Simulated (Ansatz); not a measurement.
## Ta4NiO11 under changes of volume

One of the cells (13.934 Å³/atom); the others are scaled copies at fixed shape and fractional positions:

```
CELL_PARAMETERS angstrom
5.29285 -0.00032 -0.02518
-0.04190 5.33569 0.02340
-0.47620 -0.07999 7.89609
ATOMIC_POSITIONS crystal
Ta 0.52261 0.46364 0.51843
Ta 0.55532 0.53163 0.98083
Ta 0.02338 0.98832 0.50961
Ta 0.04916 0.02484 0.01689
Ni 0.06538 0.57998 0.26898
O 0.96711 0.93834 0.23892
O 0.21005 0.28324 0.42990
O 0.27287 0.71995 0.06145
O 0.33888 0.23820 0.03682
O 0.30665 0.75341 0.45874
O 0.50103 0.44858 0.74991
O 0.70564 0.16332 0.48732
O 0.73302 0.83358 0.94060
O 0.85284 0.36497 0.07896
O 0.81889 0.65561 0.47584
O 0.07718 0.01239 0.74680
```

The cell was built by a generator and needn't be a form met in nature.

| Property | Result |
| --- | --- |
| Program | Ansatz 0.2.0 |
| Functional | PBE |
| Potentials or basis | Ansatz PAW |
| Cutoff | 420 eV (not typed: the program's choice for these potentials) |
| k mesh | 5 × 5 × 4 |
| Occupations | fermi-dirac, width 0.05 eV |
| Spin | collinear spin, ferromagnetic start |
| Starting moments | [0.0, 0.0, 0.0, 0.0, 1.0, 0.0, 0.0, 0.0, 0.0, 0.0, 0.0, 0.0, 0.0, 0.0, 0.0, 0.0] μB |

```tsv
volume (Å³/atom)	energy over the lowest point (meV/atom)	pressure (GPa)	gap on the mesh (eV)	largest force (eV/Å)
13.098	?	?	?	?
13.376	15.17	9.1	1.35	0.598
13.655	3.64	4.3	1.34	0.287
13.934	0.00	0.0	1.32	0.010
14.212	3.40	-3.9	1.31	0.263
14.491	13.18	-7.3	1.29	0.507
14.770	28.67	-10.4	1.28	0.731
```

What does the run at 13.098 Å³/atom give?

Energy over the lowest point 35.45 meV/atom; pressure 14.4 GPa; gap on the mesh 1.37 eV; largest force 0.935 eV/Å.

Worked out: A Birch-Murnaghan fit of order 3 (a polynomial in V^(-2/3)) to the other rows has its minimum at 13.93 Å³/atom with B0 = V·E''(V) = 203 GPa and B' = 4.3 at fixed shape and positions, which overstates the stiffness. It gives 35.39 meV/atom at 13.098 Å³/atom, against the run's 35.45, and -dE/dV = 14.3 GPa, against 14.4. A straight line through the other rows of the gap, of slope -0.735 eV per unit of ln V, extrapolates to 1.37 eV, against the run's 1.37.

Energies are extrapolated to zero smearing.

Caveats: odd divisions of the mesh miss points on the zone boundary, where band edges often lie, so the gap on the mesh can be too wide; spin-orbit coupling is left out, which moves the levels of the heavy elements; a cell with one magnetic atom can't hold antiferromagnetic order, which such compounds often take.

A mesh can miss the band edges.
